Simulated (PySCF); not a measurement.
**TeS⁺: the SCF solver's settings**

Do solver options change the result for TeS⁺, or only the number of cycles?

Computed with PySCF 2.14.0. Level: method and basis as typed in the scripts.

5 further runs of the same task are left out: 5 that didn't finish.

**1. Starting geometry**

TeS⁺: 2 atoms, charge 1, spin multiplicity 2.

Bond lengths: Te1–S2 2.525 Å.

**2. The run that the others are compared with**

Contents of input.py:

```python
from pyscf import gto, scf
from pyscf.hessian import thermo

mol = gto.M(
    atom='Te 0 0 0; S 0 0 2.525',
    basis='def2-svp',
    ecp={'Te': 'def2-svp'},
    charge=1,
    spin=1,
    verbose=4,
)
mf = scf.UHF(mol)
mf.kernel()
hess = mf.Hessian().kernel()
print('wavenumber (cm^-1) =', thermo.harmonic_analysis(mol, hess)['freq_wavenumber'].round(1))
mf.dip_moment()
print('orbital energies (hartree):', [e[max(0, n-3):n+3].round(4) for e, n in zip(mf.mo_energy, mol.nelec)])
```

Run with:

```
$ OMP_NUM_THREADS=1 python input.py
```

The log of this run is left out.

It gives: E(SCF) = -664.022408 Eh, ⟨S²⟩ = 0.765, wavenumbers 204 cm⁻¹.

The bond length is a typed value, not an optimised one, so the wavenumber is not that of the minimum. The dipole of an ion depends on the origin.

**3. Initial guess chk**

Edit 1 changes initial guess: minao → chk.

Contents of input.py:

```python
from pyscf import gto, scf
from pyscf.hessian import thermo

mol = gto.M(
    atom='Te 0 0 0; S 0 0 2.525',
    basis='def2-svp',
    ecp={'Te': 'def2-svp'},
    charge=1,
    spin=1,
    verbose=4,
)
mf = scf.UHF(mol)
mf.init_guess = 'chk'
mf.kernel()
hess = mf.Hessian().kernel()
print('wavenumber (cm^-1) =', thermo.harmonic_analysis(mol, hess)['freq_wavenumber'].round(1))
mf.dip_moment()
print('orbital energies (hartree):', [e[max(0, n-3):n+3].round(4) for e, n in zip(mf.mo_energy, mol.nelec)])
```

Run with:

```
$ OMP_NUM_THREADS=1 python input.py
```

**4. Second-order solver on**

Edit 2 changes second-order solver: off → on.

input.py, as its differences from that of step 2:

```diff
@@ -12,2 +12,3 @@
 mf = scf.UHF(mol)
+mf = mf.newton()
 mf.kernel()
```

**5. Smearing width 0.05 hartree**

Edit 3 changes smearing width: none → 0.05 hartree; step after the SCF: frequency → none.

Contents of input.py:

```python
from pyscf import gto, scf

mol = gto.M(
    atom='Te 0 0 0; S 0 0 2.525',
    basis='def2-svp',
    ecp={'Te': 'def2-svp'},
    charge=1,
    spin=1,
    verbose=4,
)
mf = scf.UHF(mol)
mf = scf.addons.smearing_(mf, sigma=0.05, method='fermi')
mf.kernel()
mf.dip_moment()
print('orbital energies (hartree):', [e[max(0, n-3):n+3].round(4) for e, n in zip(mf.mo_energy, mol.nelec)])
```

**Question.** What will these runs give? Wanted: for each run, E(SCF); from base; gap, α spin; after the SCF.

As calculated:

```
                        run  E(SCF) (hartree)  from base (eV)   cycles  gap, α spin (eV)          after the SCF
                       base       -664.022408               0       23              7.42  highest mode 204 cm⁻¹
          initial guess chk       -664.022408          0.0000       23              7.42  highest mode 204 cm⁻¹
     second-order solver on       -664.082612         -1.6382  8 macro              8.59                    n/a
smearing width 0.05 hartree       -663.871766  not comparable       16               n/a                    n/a
```

Distance from each run's final energy (log10 hartree) by cycle:

```
                        run  cycle 1  cycle 2  cycle 3  cycle 5  cycle 8  cycle 12
                       base      0.3      0.4     -1.3     -3.5     -3.4      -5.6
          initial guess chk      0.3      0.4     -1.3     -3.5     -3.4      -5.6
     second-order solver on     -0.3     -0.8     -2.2     -4.0    < -11      done
smearing width 0.05 hartree      0.3      0.5     -0.8     -1.6     -3.8      -5.7
```

What this shows: No change of the SCF energy comes from initial guess chk. PySCF falls back to minao for a guess that it doesn't know or can't read, so that run repeats the base. With second-order solver on the SCF ends in another solution, 1.64 eV lower: the path to self-consistency decides the state here.
